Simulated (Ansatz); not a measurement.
**BeBH (triplet): the correlation ladder at distance B1–Be2 = 1.426 Å, cc-pVDZ**

How much of the correlation energy of BeBH (triplet) does each wave-function method recover here?

Program: Ansatz 0.2.0, Gaussian basis. Level of theory: cc-pVDZ, core rule «outside noble gas», up to 2 orbitals frozen. These are calculated values, not measurements.

The runs, in order: UHF; CCSD(T) on ROHF; CCSD(T) on UHF; BCCD(T) on ROHF; CISD; CCSDT(Q) on ROHF; CCSDT(Q) on UHF; CASSCF and MRCISD+Q, 4 electrons in 4 orbitals; CASSCF and NEVPT2, 4 electrons in 4 orbitals; Full CI.

23 further runs of the same task are left out: 10 for a known fault of the program, 11 that didn't finish, 2 set aside as unsound or not needed.

### 1 What is computed

The geometry derives from a PBE0/def2-TZVP stationary point (not a proven minimum). One bond is set to the value named and the two fragments are kept rigid.

3 atoms, charge 0, spin multiplicity 3.

Atoms are counted from 1 here; the program's logs count them from 0.

Bond lengths: B1–Be2 1.426 Å, B1–H3 1.189 Å. Angles: Be2–B1–H3 180.0°.

Geometry (Å):

```xyz
3
BBeH
B     0.0000    0.0000    0.0789
Be    0.0000    0.0000   -1.3471
H     0.0000    0.0000    1.2683
```

### 2 UHF

in.yaml reads:

```yaml
crystal:
  periodic: [false, false, false]
  atoms:
    - {symbol: B, position_ang: [0.000000, 0.000000, 0.078868]}
    - {symbol: Be, position_ang: [0.000000, 0.000000, -1.347132]}
    - {symbol: H, position_ang: [0.000000, 0.000000, 1.268263]}
basis:
  gaussian: {orbitals: cc-pVDZ}
magnetization: {spin_polarized: true, initial_magnetization: 2}
hamiltonian: {xc: hf}
output: {orbitals: {seedname: orbitals}}
```

The run is started by

```console
ansatz run in.yaml --threads 1 --pin off --events-out ev --progress --plain --max-ram 2393MiB
```

After this run come: CCSD(T) on ROHF; CCSD(T) on UHF; BCCD(T) on ROHF; CISD; CCSDT(Q) on ROHF; CCSDT(Q) on UHF; CASSCF and MRCISD+Q, 4 electrons in 4 orbitals; CASSCF and NEVPT2, 4 electrons in 4 orbitals; Full CI.

Q: Predict the results of all the runs planned. Wanted: FCI below the RHF energy; RMP2 from FCI; UMP2 from FCI; RCCSD from FCI; RCCSD(T) from FCI; UCCSD(T) from FCI; RCCSDT(Q) from FCI; UCCSDT(Q) from FCI; T1 diagnostic.

As calculated:

```
                         quantity                                                              value
         FCI below the RHF energy                                                         -3.1694 eV
                    RMP2 from FCI                                                         +754.6 meV
                    UMP2 from FCI                                                         +779.5 meV
                   RCCSD from FCI                                                         +127.5 meV
                RCCSD(T) from FCI                                                          +33.5 meV
                UCCSD(T) from FCI                                                          +34.5 meV
               RCCSDT(Q) from FCI                                                           +0.4 meV
               UCCSDT(Q) from FCI                                                           -0.2 meV
levels within 1 kcal/mol (43 meV)  RCCSD(T), UCCSD(T), BCCD(T), RCCSDT, UCCSDT, RCCSDT(Q), UCCSDT(Q)
                    T1 diagnostic                                                              0.027
   effectively unpaired electrons                                                               2.04
```

RCCSD(T) lands +33.5 meV from the yardstick (1.1 % of the correlation energy). One determinant dominates. Coupled cluster took another determinant than the lowest Hartree-Fock one. These misses are within one basis, not against nature; the frozen cores of restricted and unrestricted runs differ, which can shift their rows.
